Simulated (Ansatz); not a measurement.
# SiGeH₃+ (triplet): wave-function methods side by side, cc-pVTZ

An exercise on one series of results from a longer session: the logs are not shown, and one member is left open.

The runs use Ansatz 0.2.0, Gaussian basis; cc-pVTZ, core rule «outside noble gas», up to 19 orbitals frozen.

The runs, in order: UHF; CCSD(T) on ROHF; CCSD(T) on UHF; BCCD(T) on ROHF; CCSDT(Q) on ROHF; CCSDT(Q) on UHF; CASSCF and NEVPT2, 10 electrons in 11 orbitals.

5 further runs of the same task are left out: 5 set aside as unsound or not needed.

### The system

The geometry is a PBE0/def2-TZVP stationary point (not a proven minimum) of the parent state, kept for this charge and spin. No spin-orbit coupling is included. The filled d shell of Ge may be among the frozen orbitals whatever the setting's name suggests; the logs give the count.

5 atoms, charge 1, spin multiplicity 3.

Atoms are counted from 1 here; the program's logs count them from 0.

Bond lengths: Si1–Ge2 2.352 Å, Si1–H3 1.492 Å, Si1–H4 1.492 Å, Ge2–H5 1.595 Å. Angles: Ge2–Si1–H3 129.6°, Ge2–Si1–H4 123.5°, H3–Si1–H4 106.9°, Si1–Ge2–H5 86.6°.

The first run:

File in.yaml:

```yaml
crystal:
  periodic: [false, false, false]
  atoms:
    - {symbol: Si, position_ang: [0.000000, 0.018056, 1.651607]}
    - {symbol: Ge, position_ang: [0.000000, -0.028376, -0.700224]}
    - {symbol: H, position_ang: [0.000000, 1.185718, 2.580640]}
    - {symbol: H, position_ang: [0.000000, -1.209392, 2.499223]}
    - {symbol: H, position_ang: [0.000000, 1.565561, -0.637062]}
basis:
  gaussian: {orbitals: cc-pVTZ}
total_charge: 1
magnetization: {spin_polarized: true, initial_magnetization: 2}
hamiltonian: {xc: hf}
output: {orbitals: {seedname: orbitals}}
```

Command:

```bash
$ ansatz run in.yaml --threads 1 --pin off --events-out ev --progress --plain --max-ram 2816MiB --backend cpu
```

Among the steps run: UHF; CCSD(T) on ROHF; CCSD(T) on UHF; BCCD(T) on ROHF; CCSDT(Q) on ROHF; CCSDT(Q) on UHF; CASSCF and NEVPT2, 10 electrons in 11 orbitals.

One of the session's tables, all rows but one given; the rest of the session is left out.

| method | from UCCSDT(Q) (meV) |
| --- | --- |
| ROHF | +6152.1 |
| UHF | +6053.4 |
| RMP2 | +1305.1 |
| UMP2 | +1298.9 |
| RCCSD | +299.1 |
| UCCSD | +285.2 |
| RCCSD(T) | +69.5 |
| UCCSD(T) | +59.6 |
| BCCD(T) | +66.5 |
| RCCSDT | +22.4 |
| UCCSDT | +12.3 |
| RCCSDT(Q) | +10.3 |
| UCCSDT(Q) | 0 |
| CASSCF valence | +3958.5 |
| NEVPT2 valence | ? |

Estimate the missing values for NEVPT2 valence.

As computed: from UCCSDT(Q) (meV): +1113.8. In the column «from UCCSDT(Q) (meV)» it lies between RCCSD (+299.1) and UMP2 (+1298.9).

Among the levels timed on like hardware and quicker than the yardstick, those that no quicker one beats, quickest first: RCCSD(T) (5 s, +69.5 meV); BCCD(T) (7.5 s, +66.5 meV); UCCSD(T) (12 s, +59.6 meV).

Caveats from the session: Restricted and unrestricted rows rest on different reference determinants; where their highest levels disagree by more than a few hundredths of an eV, they describe different states and don't form one ladder.
